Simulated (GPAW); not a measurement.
HPbNO4:

```xyz
7
Lattice="3.8540 0.1438 0.0901 -0.2532 5.5270 0.1647 -0.4820 -1.9272 5.7203" Properties=species:S:1:pos:R:3 pbc="T T T"
H    -0.0083    2.5983    3.2335
Pb    2.1473    2.6778    1.0046
N     2.8237    3.6046    5.7249
O    -0.4057   -0.9417    5.0623
O     2.7256   -0.0852    0.8025
O    -0.5912    2.3982    5.1009
O     0.1280    2.5704    2.2622
```

The cell was built by a generator and needn't be a form met in nature.

Base run:

* Program: GPAW 26.7.0
* Functional: PBE
* Potentials or basis: GPAW PAW data sets (gpaw-data 1.2.1)
* Cutoff: 800 eV
* Basis: pw
* k mesh: 4 × 3 × 3
* Occupations: fermi-dirac, width 0.05 eV
* Spin: no spin polarisation

Its results: band gap on the k mesh 3.22 eV, indirect (least direct gap 3.31 eV); pressure -0.3 GPa; largest force 0.135 eV/Å.

The run is repeated on the same cell with these changes: k mesh from 4 × 3 × 3 to 5 × 4 × 4. What comes out?

Band gap on the k mesh 3.13 eV, indirect (least direct gap 3.21 eV); pressure -0.3 GPa; largest force 0.134 eV/Å.

Caveats: spin-orbit coupling is left out, which as a rule narrows the gap of such compounds by several tenths of an eV; an odd mesh through Γ misses points on the zone boundary, where band edges often lie.
